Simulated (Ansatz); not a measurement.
# MnS (Browneite): the cost of one run

Program: Ansatz 0.2.0 through its Python package. Level of theory: DFT PBEsol+U+D4, plane waves, PAW. These are calculated values, not measurements.

## Step 1: The structure

It takes space group F-43m (No. 216, cubic). Conventional cell: a = 5.600 Å, b = 5.600 Å, c = 5.600 Å, α = 90.00°, β = 90.00°, γ = 90.00°. Mn (site symmetry -43m) is surrounded by 4 S at 2.42 Å. Around S (site symmetry -43m) lie 4 Mn at 2.42 Å.

The script reads mns.xyz:

```xyz
2
Lattice="0.0 2.8 2.8 2.8 0.0 2.8 2.8 2.8 0.0" Properties=species:S:1:pos:R:3:initial_magmoms:R:1 pbc="T T T"
Mn    0.00000000    0.00000000    0.00000000  2.80
S     1.40000000    1.40000000    1.40000000  0.00
```

## Step 2: Script

mns.py reads:

```python
# -*- coding: utf-8 -*-
"""How the states of MnS follow the Hubbard U."""

import warnings

import ansatz as az
import numpy as np
import pandas as pd


def count_gap(report):
    # lowest empty less highest filled band, counting bands; zero where they overlap
    return max(report.get("gap_by_band_count_ev") or 0.0, 0.0)


def main():
    warnings.simplefilter("ignore", az.DeckWarning)

    structure = az.Crystal.from_extxyz("mns.xyz")

    model = structure.calculation()
    model = model.functional("pbesol", dispersion="D4")
    model = model.basis(630).kpoints(6)
    model = model.occupations("Methfessel-Paxton", width=0.2).spin("collinear")
    model = model.mixing("msr1").scf(tolerance=1e-09, extra_bands=8, lower_state_search="standard")
    model = model.band_table()
    rows = []
    for u in [0.0, 1.5, 3.0, 4.5, 6.0]:
        r = model.hubbard("Mn", "d", u_eff=u).run().report
        shell = r["hubbard"]["n_scf"]
        rows.append((u, count_gap(r), sum(shell) / len(shell), max(abs(m) for m in r["site_moments_mub"]), r["n_iterations"]))
    print(pd.DataFrame(rows, columns=["U_eff eV", "gap by band count eV", "Mn d occupation (projector)", "largest moment muB", "iterations"]).round(4).to_string(index=False))


if __name__ == "__main__":
    main()
```

## Step 3: The run

The run is started by

```sh
$ python mns.py
```

**Question.** How long does this script take on 1 thread of Arm Neoverse V2, shared host, and how much memory does it need?

About 32 s, with a peak of 0.49 GiB.
